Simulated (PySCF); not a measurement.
# Si₃NH₉: NMR shifts, electronic excitations and K edges in gas and solvents, part 2 of 2

PySCF 2.14.0. Atoms count from 0.

### 6 Excited states and response: CAM-B3LYP/def2-SVPD in cyclohexane

The job: settings as JSON, then the geometry in Å.

```
{"job": {"kind": "uv", "xc": "CAM-B3LYP", "basis": "def2-SVPD", "solvent": "cyclohexane", "nstates": 6, "ntriplets": 0}, "charge": 0, "multiplicity": 1}
Si    -1.609770     1.198458    -0.436871
N     -0.912919    -0.370318    -0.158745
Si     0.752809    -0.888893    -0.221819
Si     2.224260     0.932443    -0.376161
H     -2.586767     1.549182     0.639952
H     -0.488586     2.184410    -0.432163
H     -2.330393     1.305018    -1.745157
H     -1.580489    -1.119795     0.010717
H      1.020044    -1.795542    -1.387772
H      1.095640    -1.678208     1.005719
H      3.611999     0.371037    -0.384256
H      2.088571     1.853102     0.793925
H      2.021094     1.710056    -1.636592
```

With the program's defaults for keys left out, this is: TDDFT CAM-B3LYP/def2-SVPD, vertical, IEF-PCM cyclohexane (non-equilibrium linear response), core orbitals frozen in the response.

What it wrote:

```text
coarse grid: 11520 points
cycle   1  E = -928.1896264957  dE = -1.995e-01  |g| = 3.994e-01  |ddm| = 3.952e+00
cycle   2  E = -928.1834192265  dE =  6.207e-03  |g| = 4.520e-01  |ddm| = 8.622e-01
cycle   3  E = -928.2276808971  dE = -4.426e-02  |g| = 4.491e-02  |ddm| = 4.150e-01
cycle   4  E = -928.2282531572  dE = -5.723e-04  |g| = 9.140e-03  |ddm| = 9.864e-02
cycle   5  E = -928.2282824419  dE = -2.928e-05  |g| = 1.658e-03  |ddm| = 2.591e-02
cycle   6  E = -928.2282834444  dE = -1.002e-06  |g| = 3.123e-04  |ddm| = 4.222e-03
final grid: 95120 points
cycle   7  E = -928.3437768618  dE = -5.752e-06  |g| = 1.835e-03  |ddm| = 2.626e-02
cycle   8  E = -928.3437764748  dE =  3.870e-07  |g| = 2.328e-03  |ddm| = 5.071e-03
cycle   9  E = -928.3437776304  dE = -1.156e-06  |g| = 6.663e-05  |ddm| = 1.907e-03
cycle  10  E = -928.3437776327  dE = -2.269e-09  |g| = 1.988e-05  |ddm| = 4.680e-04
cycle  11  E = -928.3437776329  dE = -1.658e-10  |g| = 4.602e-06  |ddm| = 7.747e-05
converged SCF energy = -928.3437776329

Static polarisability (au): isotropic 104.659, principal 91.670 107.061 115.247

Singlet excitations
state   eV       nm        f      main configurations
  1   6.0256    205.8   0.00178   H->L 0.95
  2   6.9596    178.1   0.05145   H-1->L 0.86
  3   7.1008    174.6   0.02410   H->L+1 0.65, H->L+2 0.11
  4   7.3139    169.5   0.01023   H->L+3 0.33, H->L+2 0.29, H->L+1 0.19
  5   7.3884    167.8   0.06432   H->L+3 0.40, H->L+2 0.37
  6   7.6203    162.7   0.03838   H-1->L+3 0.52, H->L+4 0.16
```

Run time: 13 s. Hardware: 1 thread of Arm Neoverse V2, shared host; peak memory 0.85 GiB.

Key values: HOMO -8.77 eV, LUMO 0.64 eV; lowest singlet 6.03 eV.

### 7 Excited states and response: CAM-B3LYP/def2-SVPD in dichloromethane

Settings changed since step 6:

```diff
@@ -1,2 +1,2 @@
-{"job": {"kind": "uv", "xc": "CAM-B3LYP", "basis": "def2-SVPD", "solvent": "cyclohexane", "nstates": 6, "ntriplets": 0}, "charge": 0, "multiplicity": 1}
+{"job": {"kind": "uv", "xc": "CAM-B3LYP", "basis": "def2-SVPD", "solvent": "dichloromethane", "nstates": 6, "ntriplets": 0}, "charge": 0, "multiplicity": 1}
 Si    -1.609770     1.198458    -0.436871
```

Method: TDDFT CAM-B3LYP/def2-SVPD, vertical, IEF-PCM dichloromethane (non-equilibrium linear response), core orbitals frozen in the response.

What it wrote:

```text
coarse grid: 11520 points
cycle   1  E = -928.1911721082  dE = -2.009e-01  |g| = 3.981e-01  |ddm| = 3.954e+00
cycle   2  E = -928.1850127738  dE =  6.159e-03  |g| = 4.507e-01  |ddm| = 8.754e-01
cycle   3  E = -928.2290374627  dE = -4.402e-02  |g| = 4.335e-02  |ddm| = 4.152e-01
cycle   4  E = -928.2295730987  dE = -5.356e-04  |g| = 8.774e-03  |ddm| = 9.816e-02
cycle   5  E = -928.2296000348  dE = -2.694e-05  |g| = 1.438e-03  |ddm| = 2.635e-02
cycle   6  E = -928.2296008360  dE = -8.011e-07  |g| = 2.890e-04  |ddm| = 4.022e-03
final grid: 95120 points
cycle   7  E = -928.3450861366  dE = -5.774e-06  |g| = 1.834e-03  |ddm| = 2.619e-02
cycle   8  E = -928.3450857667  dE =  3.699e-07  |g| = 2.321e-03  |ddm| = 5.136e-03
cycle   9  E = -928.3450869116  dE = -1.145e-06  |g| = 6.555e-05  |ddm| = 1.908e-03
cycle  10  E = -928.3450869141  dE = -2.429e-09  |g| = 1.891e-05  |ddm| = 5.010e-04
cycle  11  E = -928.3450869142  dE = -1.612e-10  |g| = 4.695e-06  |ddm| = 8.318e-05
converged SCF energy = -928.3450869142

Static polarisability (au): isotropic 121.314, principal 109.600 124.712 129.631

Singlet excitations
state   eV       nm        f      main configurations
  1   6.0581    204.7   0.00166   H->L 0.95
  2   6.9882    177.4   0.05337   H-1->L 0.85
  3   7.0783    175.2   0.02439   H->L+1 0.66, H->L+2 0.11
  4   7.3095    169.6   0.01377   H->L+3 0.48, H->L+2 0.18, H->L+1 0.17
  5   7.3788    168.0   0.06028   H->L+2 0.49, H->L+3 0.27
  6   7.6159    162.8   0.04377   H-1->L+3 0.58, H->L+4 0.15
```

Wall time 13 s (1 thread of Arm Neoverse V2, shared host); peak memory 0.85 GiB.

In short: HOMO -8.70 eV, LUMO 0.73 eV; lowest singlet 6.06 eV.

### 8 K-edge absorption: BHandHLYP/def2-SVPD+aug-pcX-1+pcseg-1

Settings changed since step 7:

```diff
@@ -1,2 +1,2 @@
-{"job": {"kind": "uv", "xc": "CAM-B3LYP", "basis": "def2-SVPD", "solvent": "dichloromethane", "nstates": 6, "ntriplets": 0}, "charge": 0, "multiplicity": 1}
+{"job": {"kind": "xas", "xc": "BHandHLYP", "basis": {"default": "aug-pcX-1", "H": "pcseg-1", "Si": "def2-SVPD"}}, "charge": 0, "multiplicity": 1}
 Si    -1.609770     1.198458    -0.436871
```

Method: core-valence-separated TDA BHandHLYP/aug-pcX-1 H:pcseg-1 Si:def2-SVPD, K edges, non-relativistic, gas phase.

What it wrote:

```text
coarse grid: 11520 points
cycle   1  E = -928.2424336325  dE = -2.224e-01  |g| = 3.621e-01  |ddm| = 3.290e+00
cycle   2  E = -928.2475345515  dE = -5.101e-03  |g| = 3.653e-01  |ddm| = 5.486e-01
cycle   3  E = -928.2749941173  dE = -2.746e-02  |g| = 4.709e-02  |ddm| = 2.792e-01
cycle   4  E = -928.2755661241  dE = -5.720e-04  |g| = 7.792e-03  |ddm| = 6.188e-02
cycle   5  E = -928.2755879303  dE = -2.181e-05  |g| = 1.449e-03  |ddm| = 1.874e-02
cycle   6  E = -928.2755886676  dE = -7.373e-07  |g| = 3.479e-04  |ddm| = 2.364e-03
final grid: 95120 points
cycle   7  E = -928.3522809250  dE = -9.338e-06  |g| = 1.574e-03  |ddm| = 1.932e-02
cycle   8  E = -928.3522807772  dE =  1.478e-07  |g| = 1.832e-03  |ddm| = 3.628e-03
cycle   9  E = -928.3522814586  dE = -6.814e-07  |g| = 7.598e-05  |ddm| = 1.234e-03
cycle  10  E = -928.3522814607  dE = -2.078e-09  |g| = 2.390e-05  |ddm| = 2.533e-04
cycle  11  E = -928.3522814609  dE = -2.237e-10  |g| = 5.242e-06  |ddm| = 6.104e-05
converged SCF energy = -928.3522814609

N K edge
   eV          f      from atoms
  398.718   0.00379   N1
  400.044   0.02958   N1
  400.369   0.01475   N1
  400.433   0.03310   N1
  400.716   0.00396   N1
  400.879   0.00075   N1
  401.445   0.00601   N1
  401.574   0.00085   N1
```

Wall time 4.6 s (1 thread of Arm Neoverse V2, shared host); peak memory 0.69 GiB.

### 9 Run by run: NMR shifts

Shifts (ppm) of some atoms, chosen among heavy atoms and hydrogens apart, means over like atoms, with basis size and wall time:

```csv
run,H8,H4,H7,Si2,Si0,Si3,N1,functions,time
PBE0/pcSseg-1 in cyclohexane,4.98,4.65,-0.49,-42.6,-48.8,-106.8,-4.0,134,8.5 s
PBE0/pcSseg-1 in dichloromethane,4.94,4.62,-0.14,-42.7,-49.0,-106.7,-3.2,134,7.4 s
```

The continuum's effect on the ground state:

```csv
solvent,ε,polarisation energy (Eh),μ (D)
cyclohexane,2.02,-0.0011,1.14
dichloromethane,8.93,-0.0026,1.28
```

### 10 Run by run: electronic excitations

Excitations and ground-state properties, with basis size and wall time:

```csv
run,lowest singlet (eV),brightest (eV),f,gap (eV),α (Å³),μ (D),functions,time
CAM-B3LYP/def2-SVPD,6.01,7.43,0.040,9.38,13.78,1.00,164,18 s
CAM-B3LYP/def2-SVPD in cyclohexane,6.03,7.39,0.064,9.41,15.51,1.13,164,13 s
CAM-B3LYP/def2-SVPD in dichloromethane,6.06,7.38,0.060,9.43,17.98,1.30,164,13 s
```

The continuum's effect on the ground state:

```
        solvent     ε  polarisation energy (Eh)  μ (D)
    cyclohexane  2.02                   -0.0011   1.13
dichloromethane  8.93                   -0.0026   1.30
```

### 11 Summary of results

The summary covers parts 1 to 2.

| quantity | value |
| --- | --- |
| point group | C1 |
| rotational constants (main isotopes) | 4.67, 1.80, 1.36 GHz |
| 1H shifts against TMS (PBE0/pcSseg-1, cyclohexane, means over atoms taken as alike) | 4.98, 4.65, 3.60, -0.49 ppm |
| 29Si shifts against TMS (PBE0/pcSseg-1, cyclohexane) | -42.6, -48.8, -106.8 ppm |
| 15N shifts against NH3 (PBE0/pcSseg-1, cyclohexane) | -4.0 ppm |
| lowest singlet (CAM-B3LYP/def2-SVPD) | 6.01 eV (206 nm), f = 0.001 |
| brightest single state of those computed | state 5, 7.43 eV, f = 0.040 |
| surface potential, 1st and 99th percentile | -0.27 V and 1.74 V |
| N K edge | first line 398.72 eV, strongest 400.43 eV (f = 0.033) |
| range of the shift of N1 | -4.0 to -3.2 ppm |
| range of the lowest singlet | 6.01 to 6.06 eV |

**Reading.** The optimisation took 11 steps and gained 0.230 eV; among the close pairs (by a distance rule), Si3–H10 changed most, from 1.432 to 1.497 Å. At PBE0/pcSseg-1: Shielding is most anisotropic at Si2 (span 136 ppm, paramagnetic term -485 ppm). The first singlet state (HOMO→LUMO 0.95) lies at 6.01 eV and is weak; of the 6 states computed, the strongest absorption comes from state 5 at 7.43 eV. At the N edge the strongest single line lifts a 1s electron of N1 into several orbitals, led by LUMO+5 (weight 0.35), 1.7 eV above the first line. Absolute edge energies from this method are off by several eV; spacings are better. Across the 2 runs the shift of N1 moves most, between -4.0 (PBE0/pcSseg-1 in cyclohexane) and -3.2 ppm (PBE0/pcSseg-1 in dichloromethane). The continuum holds electrostatics alone: no hydrogen bonds to the solvent, and the gas-phase geometry is kept. The lowest singlet runs from 6.01 eV (CAM-B3LYP/def2-SVPD) to 6.06 eV (CAM-B3LYP/def2-SVPD in dichloromethane), while the orbital gap spans 9.38 to 9.43 eV. The lowest state need not be the same one in every run.
